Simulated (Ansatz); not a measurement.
# CH5AlSeTe, SMILES [SeH][AlH][CH2][TeH]: a rigid scan of one bond length

Computed with the Ansatz DFT code, driven from Python.

Notebook, run cell by cell (the value of a cell's last expression is shown):

```python
import ansatz as az
import numpy as np
```

```python
geometry_ang = [
    ("Se", [-2.4042, 1.1255, -0.3751]),
    ("Al", [-0.1876, 0.9096, 0.3554]),
    ("C", [0.9028, -0.5629, -0.3858]),
    ("Te", [0.0898, -2.4364, 0.0707]),
    ("H", [-1.9851, 2.0793, -1.5467]),
    ("H", [0.4254, 1.935, 1.4339]),
    ("H", [1.9713, -0.5242, 0.0916]),
    ("H", [1.0634, -0.4319, -1.4783]),
    ("H", [0.2127, -2.1404, 1.8173]),
]
system = az.Crystal.molecule()
for symbol, xyz in geometry_ang:
    system = system.atom(symbol, xyz)
```

```python
symbols = [site.symbol for site in system.cartesian_sites]
start = np.array([site.position_ang for site in system.cartesian_sites])
axis = (start[8] - start[3]) / np.linalg.norm(start[8] - start[3])
moving = [8]
lengths, energies = [1.51, 1.63, 1.78, 1.95, 2.22, 2.66, 3.2, 3.91], []
for length in lengths:
    xyz = start.copy()
    xyz[moving] += (length - np.linalg.norm(start[8] - start[3])) * axis
    point = az.Crystal.molecule()
    for symbol, place in zip(symbols, xyz):
        point = point.atom(symbol, place.tolist())
    model = (
        point.calculation()
        .basis(gaussian="def2-SVP")
        .functional("CAM-B3LYP")
        .spin("collinear")
    )
    data = model.run(threads=1).report
    energies.append(data["free_energy_ev"])
    print(f"r = {length:6.3f} A  E = {energies[-1]:.5f} eV  <S^2> = {abs(data['mean_field']['state']['spin_squared']):.3f}")
```

    r =  1.510 A  E = -80349.82247 eV  <S^2> = 0.000
    r =  1.630 A  E = -80350.06936 eV  <S^2> = 0.000
    r =  1.780 A  E = -80349.98855 eV  <S^2> = 0.000
    r =  1.950 A  E = -80349.62202 eV  <S^2> = 0.000
    r =  2.220 A  E = -80348.81915 eV  <S^2> = 0.000
    r =  2.660 A  E = -80347.69000 eV  <S^2> = 0.478
    r =  3.200 A  E = -80347.21266 eV  <S^2> = 0.899
    r =  3.910 A  E = -80347.16164 eV  <S^2> = 1.003

```python
print("energy above the lowest point (eV):", [round(e - min(energies), 3) for e in energies])
```

    energy above the lowest point (eV): [0.247, 0.0, 0.081, 0.447, 1.25, 2.379, 2.857, 2.908]

The settings weren't tested for convergence. The rest of the molecule is held rigid at a force-field or estimated start geometry, and the basis set is modest; single-reference methods fail as a bond breaks. def2 sets replace the cores of elements past krypton by effective core potentials. The expectation value of S² is noticeably off S(S+1) in at least one run, so that state is spin-contaminated. By the engine's processor time: 2.8 min on 1 thread of Intel(R) Xeon(R) Processor @ 2.30GHz (shared host), peak memory 0.71 GiB.
